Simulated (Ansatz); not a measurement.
**C₂H₃BF₂: small, medium and large basis sets**

One table from this session's results is given with a row withheld; the runs are named, their logs left out.

Method: one geometry, several basis sets; program: Ansatz 0.2.0, Gaussian basis.

Levels to be run: PBE0-D4/def2-SVP; ωB97M-V/def2-SVP; PBE0-D4/def2-QZVPP; ωB97M-V/def2-QZVPP; the functionals' def2-TZVPP values are taken from earlier runs.

**The geometry**

All runs share one geometry, relaxed beforehand with PBE0-D4 in a triple-zeta def2 set.

SMILES `F[C@H]1B[C@@H]1F`, 8 atoms, charge 0, spin multiplicity 1.

Atoms are counted from 1 here; the program's logs count them from 0.

Bond lengths: F1–C2 1.364 Å, C2–B3 1.545 Å, C2–C4 1.469 Å, C2–H6 1.101 Å, B3–C4 1.545 Å, B3–H7 1.182 Å, C4–F5 1.364 Å, C4–H8 1.101 Å. Angles: F1–C2–B3 134.0°, F1–C2–C4 124.1°, F1–C2–H6 111.5°, B3–C2–C4 61.6°, B3–C2–H6 104.8°, C4–C2–H6 112.0°, C2–B3–C4 56.8°, C2–B3–H7 151.6°, C4–B3–H7 151.6°, C2–C4–B3 61.6°, C2–C4–F5 124.1°, C2–C4–H8 112.0°, B3–C4–F5 134.0°, B3–C4–H8 104.8°, F5–C4–H8 111.5°.

Set-up of the first run:

in.yaml

```yaml
crystal:
  periodic: [false, false, false]
  atoms:
    - {symbol: F, position_ang: [-1.133301, -0.415030, 1.583024]}
    - {symbol: C, position_ang: [-0.211338, 0.132561, 0.740796]}
    - {symbol: B, position_ang: [0.981289, -0.436523, -0.060362]}
    - {symbol: C, position_ang: [-0.309179, 0.093854, -0.724814]}
    - {symbol: F, position_ang: [-0.597995, 1.177512, -1.500365]}
    - {symbol: H, position_ang: [0.135592, 1.111770, 1.104425]}
    - {symbol: H, position_ang: [2.060991, -0.914735, -0.119832]}
    - {symbol: H, position_ang: [-0.833960, -0.806609, -1.078673]}
basis:
  gaussian: {orbitals: def2-SVP}
hamiltonian: {xc: pbe0, dispersion: d4}
output: {orbitals: {seedname: orbitals}}
```

The run is started by

```sh
> ansatz run in.yaml --threads 2 --pin off --events-out ev --progress --plain --max-ram 4352MiB
```

Among the steps run: PBE0-D4 in def2-SVP; ωB97M-V in def2-SVP; PBE0-D4 in def2-QZVPP; ωB97M-V in def2-QZVPP.

One table of the session follows, with a row left open; its other results are not shown here.

It belongs to the step «Functionals by basis». 

| functional | basis | HOMO (eV) | LUMO (eV) |
| --- | --- | --- | --- |
| PBE0-D4 | def2-SVP | -7.99 | -2.39 |
| PBE0-D4 | def2-TZVPP | -8.11 | -2.49 |
| PBE0-D4 | def2-QZVPP | ? | ? |
| ωB97M-V | def2-SVP | -10.27 | -0.25 |
| ωB97M-V | def2-TZVPP | -10.41 | -0.43 |
| ωB97M-V | def2-QZVPP | -10.46 | -0.49 |

**Question.** Estimate the row for PBE0-D4, def2-QZVPP.

As computed: HOMO (eV): -8.15; LUMO (eV): -2.53. In the column «HOMO (eV)» it lies between ωB97M-V, def2-SVP (-10.27) and PBE0-D4, def2-TZVPP (-8.11).
